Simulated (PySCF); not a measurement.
# H6NTb (Tb(H)3(NH3)+): the cost of one run

Computed with PySCF 2.14.0. Level: several levels, as the steps say, no spin–orbit coupling.

1 further run of the same task is left out (for a known fault of the program).

### 1 Where the work starts

8 atoms, charge 1, spin multiplicity 1.

Bond lengths: Tb1–H2 1.854 Å, Tb1–H3 1.854 Å, Tb1–H4 1.854 Å, Tb1–N5 2.366 Å, N5–H6 1.029 Å, N5–H7 1.029 Å, N5–H8 1.029 Å. Angles: H2–Tb1–H3 110.7°, H2–Tb1–H4 110.7°, H2–Tb1–N5 108.2°, H3–Tb1–H4 110.7°, H3–Tb1–N5 108.2°, H4–Tb1–N5 108.2°, Tb1–N5–H6 113.6°, Tb1–N5–H7 113.6°, Tb1–N5–H8 113.6°, H6–N5–H7 105.1°, H6–N5–H8 105.1°, H7–N5–H8 105.1°.

Coordinates:

```xyz
8
H6NTb
Tb    0.12592   -0.12592    0.12592
H     0.87739    0.93968    1.44398
H    -0.93968   -1.44398    0.87739
H     1.44398   -0.87739   -0.93968
N    -1.23981    1.23981   -1.23981
H    -1.27331    2.22301   -0.93671
H    -0.93671    1.27331   -2.22301
H    -2.22301    0.93671   -1.27331
```

Formal oxidation states: Tb +4. Each metal's 7 4f electrons lie in its core potential, so multiplicities, spins and levels count the valence alone. An earlier session relaxed this geometry at PBE0, Tb lcecp-2-SVP with ECP53, H def2-SVP, N def2-SVP (singlet, point group C3).

At PBE0 on the finer grid: E = -101.295713 Eh, frontier levels not given, since the 4f levels lie in the core, Mulliken charge on Tb1 +1.13 e, largest force component 0.006 eV/Å. 

Levels to run: wB97X; BLYP; PBE0, TZVP. Hardware: 2 threads of Arm Neoverse V2, shared host.

### 2 wB97X

The input, run.py (the lines that set the calculation):

```python
mol = gto.M(atom='''
Tb     0.12592    -0.12592     0.12592
H      0.87739     0.93968     1.44398
H     -0.93968    -1.44398     0.87739
H      1.44398    -0.87739    -0.93968
N     -1.23981     1.23981    -1.23981
H     -1.27331     2.22301    -0.93671
H     -0.93671     1.27331    -2.22301
H     -2.22301     0.93671    -1.27331''',
    basis={'Tb': 'lcecp-2-SVP', 'H': 'def2-SVP', 'N': 'def2-SVP'},
    ecp={'Tb': 'lcecp-2-SVP'},
    charge=1, spin=0)
mf = dft.RKS(mol, xc='WB97X')
mf.grids.atom_grid = (75, 302)  # f atoms: unpruned, at least (60, 302)
mf = mf.density_fit()  # fitting sets: Tb AutoAux, H def2-universal-JKFIT, N def2-universal-JKFIT
mf.conv_tol = 1e-08; mf.max_cycle = 55
mf.kernel(dm0)  # dm0: the density of the relaxed state
```

Run with:

```sh
OMP_NUM_THREADS=2 python run.py
```

**Question.** How long does this run take on 2 threads of Arm Neoverse V2, shared host?

About 3.9 s.
